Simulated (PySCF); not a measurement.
# C6H5NO (Nitrosobenzene): the cost of one run

Programs: PySCF 2.14.0, with density-fitted response routines of our own. Each step states its level of theory. These are calculated values for one molecule in the gas phase, unless marked as measured. Atoms are numbered from 0 throughout.

## (1) The molecule as given

13 atoms, charge 0, multiplicity 1; geometry from: GFN2-xTB.

Bonds of the start (Å): O0–N1 1.23, N1–C2 1.40, C2–C3 1.40, C3–C4 1.38, C4–C5 1.39, C5–C6 1.39, C6–C7 1.38, C7–C2 1.40, C3–H8 1.08, C4–H9 1.08, C5–H10 1.08, C6–H11 1.08, C7–H12 1.08.

## (2) Nuclear shieldings: PBE0/pcSseg-1

Job settings and geometry (Å):

```
{"job": {"kind": "nmr", "xc": "PBE0", "basis": "pcSseg-1"}, "charge": 0, "multiplicity": 1}
O     -2.417695    -2.176914     0.235205
N     -2.275145    -1.017622    -0.136329
C     -0.997610    -0.453889    -0.056248
C     -0.891777     0.874160    -0.483277
C      0.332913     1.508611    -0.440497
C      1.451093     0.828297     0.023133
C      1.351798    -0.491390     0.445784
C      0.134135    -1.135385     0.410690
H     -1.778782     1.374950    -0.838178
H      0.425199     2.533606    -0.766608
H      2.407968     1.328181     0.054874
H      2.229532    -1.011067     0.800535
H      0.023983    -2.161050     0.733187
```

Level: GIAO PBE0/pcSseg-1 NMR shielding, non-relativistic, gas phase.

The run is started by

```sh
OMP_NUM_THREADS=1 python probes_run.py task.json out
```

One launch serves the whole session: the jobs run in the order shown.

**Question.** How long does this job take on 1 thread of Intel Xeon at 2.30GHz, shared host, and how much memory does it need?

About 18 s, with a peak of 0.91 GiB.
